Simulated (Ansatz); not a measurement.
# MnPdC6N6: the cost of one run

Computed with Ansatz 0.2.0 (DFT PBE, scalar-relativistic, plane waves, PAW, unless a step's input says otherwise).

## (1) The starting structure

The structure is cubic, space group Fm-3m (No. 225). The conventional cell has a = 10.276 Å, b = 10.276 Å, c = 10.276 Å, α = 90.00°, β = 90.00°, γ = 90.00°. Around Mn (site symmetry m-3m) lie 6 C at 1.94 Å. Around Pd (site symmetry m-3m) lie 6 N at 2.03 Å. Around C (site symmetry 4mm) lie 1 N at 1.17 Å. Around N (site symmetry 4mm) lie 1 C at 1.17 Å.

As a file:

```cif
data_structure
_symmetry_space_group_name_H-M 'Fm-3m'
_symmetry_Int_Tables_number 225
_cell_length_a 10.2760
_cell_length_b 10.2760
_cell_length_c 10.2760
_cell_angle_alpha 90.000
_cell_angle_beta 90.000
_cell_angle_gamma 90.000
_cell_volume 1085.11
loop_
_atom_site_label
_atom_site_type_symbol
_atom_site_symmetry_multiplicity
_atom_site_Wyckoff_symbol
_atom_site_fract_x
_atom_site_fract_y
_atom_site_fract_z
_atom_site_occupancy
Mn1 Mn 4 a 0.00000 0.00000 0.00000 1
Pd1 Pd 4 b 0.50000 0.00000 0.00000 1
C1 C 24 e 0.18859 0.00000 0.00000 1
N1 N 24 e 0.30245 0.00000 0.00000 1
```

Recipe of the guess: cyanide-bridged rock-salt net of two metals, 0 guest cations a cell (Fm-3m, No. 225). Its size is a rough estimate.

## (2) The guess as it stands, on a coarse mesh

Input file input.yaml:

```yaml
crystal:
  lattice:
    - [0.0, 5.138, 5.138]
    - [5.138, 0.0, 5.138]
    - [5.138, 5.138, 0.0]
  atoms:
    - { symbol: Mn, position: [0.0, 0.0, 0.0], spin: 4.0 }
    - { symbol: Pd, position: [0.5, 0.5, 0.5] }
    - { symbol: C, position: [0.81140522, 0.18859478, 0.18859478] }
    - { symbol: C, position: [0.18859478, 0.81140522, 0.18859478] }
    - { symbol: C, position: [0.18859478, 0.18859478, 0.81140522] }
    - { symbol: C, position: [0.18859478, 0.81140522, 0.81140522] }
    - { symbol: C, position: [0.81140522, 0.18859478, 0.81140522] }
    - { symbol: C, position: [0.81140522, 0.81140522, 0.18859478] }
    - { symbol: "N", position: [0.69754768, 0.30245232, 0.30245232] }
    - { symbol: "N", position: [0.30245232, 0.69754768, 0.30245232] }
    - { symbol: "N", position: [0.30245232, 0.30245232, 0.69754768] }
    - { symbol: "N", position: [0.30245232, 0.69754768, 0.69754768] }
    - { symbol: "N", position: [0.69754768, 0.30245232, 0.69754768] }
    - { symbol: "N", position: [0.69754768, 0.69754768, 0.30245232] }
basis:
  ecutwfc: 420
kpoints:
  mp_grid: { grid: [4, 4, 4] }
hamiltonian:
  xc: pbe
scf:
  occupations: { method: gaussian, width: 0.1 }
  lower_state_search: "off"
output:
  forces: true
  stress: true
  eigenvalues: true
  populations: true
magnetization:
  spin_polarized: true
```

On the command line:

```
ansatz run input.yaml --threads 1 --pin off --max-ram 2560MiB --backend cpu --events-out ev --progress --plain --runs-dir out
```

Q: Estimate wall time and peak memory on 1 thread of Intel Xeon 6975P-C (Granite Rapids), shared host.

About 28 s, with a peak of 0.75 GiB.
